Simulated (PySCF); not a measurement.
# A diatomic session: MoO

One table from this session's results is given with a row withheld; the runs are named, their logs left out.

The runs use PySCF 2.14.0; Mo def2-TZVPP with ECP28, O def2-TZVPP, scalar-relativistic core potentials.

The first run:

The job is set up so:

```json
{"atoms": "Mo, O", "charge": "0", "basis": "Mo def2-TZVPP with ECP28, O def2-TZVPP", "Hamiltonian": "scalar-relativistic core potentials", "basis functions": "87", "electrons treated": "22", "masses in u": "97.9054, 15.9949", "levels": "PBE0, PBE, r²SCAN, PBEsol, MN15, M06-2X, TPSS, HSE06, HF, MP2, SCS-MP2", "grid": "80 radial by 434 angular points", "occupations": "held fixed by the projection of orbital angular momentum", "dissociation limit": "Mo + O, each in its ground configuration", "starting distance in angstrom": "1.895", "values of 2S to try": "0, 2, 4, 6, 8, 10"}
```

Launch:

```console
$ OMP_NUM_THREADS=1 python dia.py task.json out
```

Among the steps run: Input; The PBE0 curve of the state that the search chose; Excited determinants; PBE (GGA); r²SCAN (meta-GGA); PBEsol (GGA); MN15 (hybrid meta-GGA); M06-2X; TPSS; HSE06; ROHF (mean field).

One table of the session follows, with a row left open; its other results are not shown here.

Energy (eV) from each level's lowest point:

```
R (Å)   ROHF  ROHF-MP2  ROHF-SCS-MP2    PBE  PBEsol
1.447  1.793     2.200         2.221  2.244   2.126
1.515  0.754     1.030         1.047  1.063   0.979
1.582  0.192     0.356         0.365  0.376   0.326
1.633  0.014     0.096         0.101  0.107   0.082
1.683  0.000     0.000         0.000  0.000   0.000
1.734  0.115     0.031         0.027  0.019   0.043
1.801      ?         ?             ?      ?       ?
1.885  0.965     0.624         0.613  0.557   0.647
1.986  1.750     1.266         1.246  1.114   1.244
2.121  2.854     2.317         2.261  1.891   2.074
```

Estimate the missing values for R (Å) = 1.801.

Worked estimate for «ROHF». A straight line through the neighbours (1.734, 0.115) and (1.885, 0.965) gives 0.115 + (0.965 − 0.115) × (1.801 − 1.734) / (1.885 − 1.734) = 0.492; a parabola fitted to 4 rows on both sides gives 0.440.

As computed: ROHF: 0.420; ROHF-MP2: 0.221; ROHF-SCS-MP2: 0.214; PBE: 0.189; PBEsol: 0.244. In «ROHF» the line misses by +0.072 and the parabola by +0.020.

Limits of these values: The state is the lowest single determinant that the PBE0 search found; with open d or f shells the true ground state can be another one.
